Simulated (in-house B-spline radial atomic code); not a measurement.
# Hf⁴⁴⁺: ionisation energy by several methods

Aim: the ionisation energy of Hf⁴⁴⁺ by several methods, each as the difference of two self-consistent energies (Hf⁴⁴⁺ and the next ion, [Ar] 3d9).

The numbers are computed with in-house B-spline radial atomic code version 1 (Dirac-Coulomb, several functionals; spherical all-electron atom at the radial basis limit), except any that are marked as measured or tabulated.

## 1. The system

```
element       : hafnium (Z = 72)
charge        : +44
electrons     : 28
configuration : [Ar] 3d10
nucleus       : Fermi, rms radius 5.347 fm
```

Outer shells as boxes (Hund's rule):

[Ar] 3d10
```
[Ar] core
3d [↑↓][↑↓][↑↓][↑↓][↑↓]
```

## 2. exchange-only LDA

The run's settings:

```ini
Z = 72
electrons = 28.0
configuration = [Ar] 3d10
hamiltonian = dirac
method = lda,
spin_polarised = False
nucleus = fermi
rms_radius = 5.347
mass_number = 180
atomic_mass = 179.946559537
speed_of_light = 137.035999084
```

## 3. RPBE, a GGA

The settings differ from step 2 so:

```diff
@@ -4,3 +4,3 @@
 hamiltonian = dirac
-method = lda,
+method = rpbe,pbe
 spin_polarised = False
```

## 4. PW91, a GGA

The settings differ from step 3 so:

```diff
@@ -4,3 +4,3 @@
 hamiltonian = dirac
-method = rpbe,pbe
+method = pw91,pw91
 spin_polarised = False
```

## 5. relativistic LDA

The settings differ from step 4 so:

```diff
@@ -4,3 +4,3 @@
 hamiltonian = dirac
-method = pw91,pw91
+method = lda_x_rel,vwn
 spin_polarised = False
```

**Question.** The tabulated ionisation energy is 3741 ± 4 eV (tabulated theoretical; NIST Atomic Spectra Database). What does each method give, and which comes nearest?

**Answer**, as computed:

| method | rung | total energy (hartree) | ΔSCF (eV) | −ε highest (eV) | ΔSCF less tabulated (eV) |
| --- | --- | --- | --- | --- | --- |
| exchange-only LDA | LDA | -13765.4323 | 3762.11 | 3676.31 (3d5/2) | +21.11 |
| relativistic LDA | LDA | -13741.8076 | 3762.16 | 3676.47 (3d5/2) | +21.16 |
| RPBE | GGA | -13779.3283 | 3766.09 | 3680.30 (3d5/2) | +25.09 |
| PW91 | GGA | -13779.8104 | 3766.52 | 3680.71 (3d5/2) | +25.52 |

**Reading.** The tabulated ionisation energy is 3741 ± 4 eV (tabulated theoretical; NIST Atomic Spectra Database). exchange-only LDA comes nearest (+21.11 eV) and PW91 is farthest (+25.52 eV, 0.68 %). All methods miss on the same side by much the same amount, which points to something that they share. Open shells are averaged (over orientations, and over spins where the run is restricted), while tables refer to the lowest levels.
